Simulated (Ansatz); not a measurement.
I need the energy of protonation at one site of GeH4S2, SMILES [SH][GeH2][SH]. Use the Ansatz DFT code, driven from Python. Settings (for the species named): MP2, def2-SVP basis, multiplicity 1.

```json
{"atom": "S", "x (Å)": "-2.1338", "y (Å)": "0.0858", "z (Å)": "-0.0612"}
{"atom": "Ge", "x (Å)": "0.0027", "y (Å)": "0.4468", "z (Å)": "0.1248"}
{"atom": "S", "x (Å)": "0.9798", "y (Å)": "-1.5036", "z (Å)": "0.4248"}
{"atom": "H", "x (Å)": "-1.9351", "y (Å)": "-0.6937", "z (Å)": "-1.1960"}
{"atom": "H", "x (Å)": "0.5536", "y (Å)": "1.1016", "z (Å)": "-1.1847"}
{"atom": "H", "x (Å)": "0.2870", "y (Å)": "1.3909", "z (Å)": "1.3357"}
{"atom": "H", "x (Å)": "2.3070", "y (Å)": "-0.8958", "z (Å)": "0.5109"}
```

The script, `pa.py`:
```python
# -*- coding: utf-8 -*-
'''Adding a proton to GeH4S2.'''

import ansatz as az
import numpy as np


def main():
    geometry_ang = [
        ('S', (-2.1338, 0.0858, -0.0612)),
        ('Ge', (0.0027, 0.4468, 0.1248)),
        ('S', (0.9798, -1.5036, 0.4248)),
        ('H', (-1.9351, -0.6937, -1.196)),
        ('H', (0.5536, 1.1016, -1.1847)),
        ('H', (0.287, 1.3909, 1.3357)),
        ('H', (2.307, -0.8958, 0.5109)),
    ]
    geh4s2 = az.Crystal.molecule()
    for symbol, xyz in geometry_ang:
        geh4s2 = geh4s2.atom(symbol, xyz)

    setup = (
        geh4s2.calculation()
        .basis(gaussian='def2-SVP')
        .correlation('MP2')
    )
    symbols = [site.symbol for site in geh4s2.cartesian_sites]
    start = np.array([site.position_ang for site in geh4s2.cartesian_sites], dtype=float)
    r = setup.relax(force_tolerance=0.01).run(threads=1).report
    end = np.array(r['positions_ang'])

    # start the new hydrogen opposite the existing bonds
    away = sum((end[0] - end[j]) / np.linalg.norm(end[0] - end[j]) for j in [1, 3]) + np.array([0.15, 0.1, -0.2])
    proton = end[0] + 1.4 * away / np.linalg.norm(away)
    acid = az.Crystal.molecule()
    for symbol, place in zip(symbols, end):
        acid = acid.atom(symbol, place.tolist())
    acid = acid.atom('H', proton.tolist())
    protonated = acid.calculation()
    protonated = protonated.basis(gaussian='def2-SVP').correlation('MP2')
    protonated = protonated.charge(1)
    protonated = protonated.relax(force_tolerance=0.01, max_steps=80)
    after = protonated.run(threads=1).report
    xyz = np.array(after['positions_ang'])
    reach = np.linalg.norm(xyz[:-1] - xyz[-1], axis=1)
    print(f'base {r["free_energy_ev"]:.5f} eV, protonated {after["free_energy_ev"]:.5f} eV')
    print(f'the proton ends {reach.min():.3f} A from {symbols[reach.argmin()]}{reach.argmin()}')
    print(f'electronic proton affinity {(r["free_energy_ev"] - after["free_energy_ev"]):.3f} eV')


if __name__ == '__main__':
    main()
```

Output of `python pa.py`:
```text
base -78172.46060 eV, protonated -78180.95139 eV
the proton ends 1.349 A from S0
electronic proton affinity 8.491 eV
```

Reading the output:
- Total energies depend on the basis set; only differences at equal settings carry meaning.
- The proton is put on one chosen atom, which needn't be the most basic site, so the molecule's proton affinity can be higher; the ends are stationary points, not checked by frequencies, and zero-point and thermal terms count only where printed.
- The whole script took 2.6 min on 1 thread of Arm Neoverse V2, on a shared host, peak memory 0.28 GiB.
